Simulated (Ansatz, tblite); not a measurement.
# (OH)3Hf-NH-SiH3 (H₇HfNO₃Si): rung by rung

How do method and basis change the picture of (OH)3Hf-NH-SiH3 (H₇HfNO₃Si) (singlet)?

Computed with Ansatz 0.2.0, Gaussian basis. Level: as each input shows.

Plan: GFN1-xTB, GFN2-xTB, PBE-D4/def2-TZVP, r2SCAN-D4/def2-TZVP, revPBE-D4/def2-TZVP, B97M-V/def2-TZVP, PBE-D4/def2-SVP, PBE0-D4/def2-SVP, PBE0-D4/def2-TZVPD, PBE-D4/def2-TZVPD, r2SCAN-D4/def2-TZVPD, CCSD(T)/def2-SVP, MP2/def2-TZVP, RPA/def2-TZVP.

2 further runs of the same task are left out: 2 set aside as unsound or not needed.

### Step 1. The relaxed structure

The singlet was relaxed beforehand with PBE0-D4/def2-SVP.

13 atoms, charge 0, spin multiplicity 1.

Bond lengths: Hf1–O2 1.929 Å, Hf1–O3 1.931 Å, Hf1–O4 1.930 Å, Hf1–N5 2.066 Å, Hf1–Si6 3.407 Å, O2–H7 0.953 Å, O3–H8 0.954 Å, O4–H9 0.953 Å, N5–Si6 1.733 Å, N5–H10 1.020 Å, Si6–H11 1.501 Å, Si6–H12 1.498 Å, Si6–H13 1.500 Å. Angles: O2–Hf1–O3 112.7°, O2–Hf1–O4 109.6°, O2–Hf1–N5 108.6°, O2–Hf1–Si6 93.4°, O3–Hf1–O4 111.5°, O3–Hf1–N5 105.1°, O3–Hf1–Si6 128.8°, O4–Hf1–N5 109.2°, O4–Hf1–Si6 98.5°, N5–Hf1–Si6 23.9°, Hf1–O2–H7 172.9°, Hf1–O3–H8 164.0°, Hf1–O4–H9 175.6°, Hf1–N5–Si6 127.3°, Hf1–N5–H10 118.3°, Si6–N5–H10 114.4°, Hf1–Si6–N5 28.8°, Hf1–Si6–H11 123.7° and more.

Hf takes a core potential in the def2 sets. No spin-orbit coupling is included.

PBE0-D4/def2-TZVP was run before; its log isn't repeated, and its numbers join the tables.

### Step 2. GFN1-xTB

Tight binding, by tblite at 300 K electronic temperature and without a spin-polarisation term:

```python
tblite.interface.Calculator('GFN1-xTB', numbers, positions, charge=0, uhf=0).singlepoint()
```

Energy -660.0664 eV, HOMO -10.74 eV, LUMO -7.60 eV; 0.019 s.

### Step 3. GFN2-xTB

Tight binding, by tblite at 300 K electronic temperature and without a spin-polarisation term:

```python
tblite.interface.Calculator('GFN2-xTB', numbers, positions, charge=0, uhf=0).singlepoint()
```

Energy -599.1663 eV, HOMO -9.80 eV, LUMO -6.13 eV; 0.013 s.

### Step 4. PBE-D4/def2-TZVP

start.molden holds the orbitals of an earlier run on this state, given as this run's starting guess.

Contents of in.yaml:

```yaml
crystal:
  periodic: [false, false, false]
  atoms:
    - {symbol: Hf, position_ang: [0.747171, 0.659907, 0.545030]}
    - {symbol: O, position_ang: [-0.623733, 1.569714, 1.552863]}
    - {symbol: O, position_ang: [2.071784, 1.868352, -0.171066]}
    - {symbol: O, position_ang: [1.555841, -0.708696, 1.639303]}
    - {symbol: N, position_ang: [-0.126384, -0.219783, -1.107305]}
    - {symbol: Si, position_ang: [-1.491004, -1.288354, -1.129348]}
    - {symbol: H, position_ang: [-1.306474, 1.921978, 2.117441]}
    - {symbol: H, position_ang: [2.754904, 2.527669, -0.268611]}
    - {symbol: H, position_ang: [1.903390, -1.430368, 2.156098]}
    - {symbol: H, position_ang: [0.275003, -0.029802, -2.025589]}
    - {symbol: H, position_ang: [-2.670161, -0.743291, -1.880715]}
    - {symbol: H, position_ang: [-1.905222, -1.495595, 0.295184]}
    - {symbol: H, position_ang: [-1.185105, -2.631732, -1.723305]}
basis:
  gaussian: {orbitals: def2-TZVP, initial_orbitals: start.molden}
hamiltonian: {xc: pbe, dispersion: d4}
scf: {omitted_lower_state_checks: [starts]}
output: {forces: true, orbitals: {seedname: orbitals}}
```

The run is started by

```bash
ansatz run in.yaml --threads 4 --pin off --events-out ev --progress --plain --max-ram 8704MiB
```

The runs that follow: r2SCAN-D4/def2-TZVP; revPBE-D4/def2-TZVP; B97M-V/def2-TZVP; PBE-D4/def2-SVP; PBE0-D4/def2-SVP; PBE0-D4/def2-TZVPD; PBE-D4/def2-TZVPD; r2SCAN-D4/def2-TZVPD; CCSD(T)/def2-SVP; MP2/def2-TZVP; RPA/def2-TZVP.

Before running them: what should the planned runs give, taken together? Wanted: gap in def2-TZVP, named functionals, smallest and largest; correlation energy, CCSD(T)/def2-SVP; correlation energy, MP2/def2-TZVP; binding an atom, CCSD(T)/def2-SVP; PBE0 total energy, smallest basis above largest.

**Answer**, as computed:

| quantity | value |
| --- | --- |
| gap in def2-TZVP, named functionals, smallest and largest | 4.94 eV (PBE-D4), 7.02 eV (PBE0-D4) |
| correlation energy, CCSD(T)/def2-SVP | -30.75 eV |
| correlation energy, MP2/def2-TZVP | -36.43 eV |
| binding an atom, CCSD(T)/def2-SVP | 3.842 eV |
| PBE0 total energy, smallest basis above largest | 12.55 eV (def2-SVP, def2-TZVPD) |

In words: Orbital gaps of the named functionals in def2-TZVP span 4.94 eV (PBE-D4) to 7.02 eV (PBE0-D4); exact exchange widens it. The functionals in def2-TZVP miss CCSD(T)/def2-SVP by +0.154 (revPBE-D4) to +0.265 eV (PBE-D4) an atom. The yardstick is in a double-zeta basis, so levels in larger sets aren't compared like for like. CCSD(T)/def2-SVP isn't at the basis-set limit; small misses against it rank nothing.
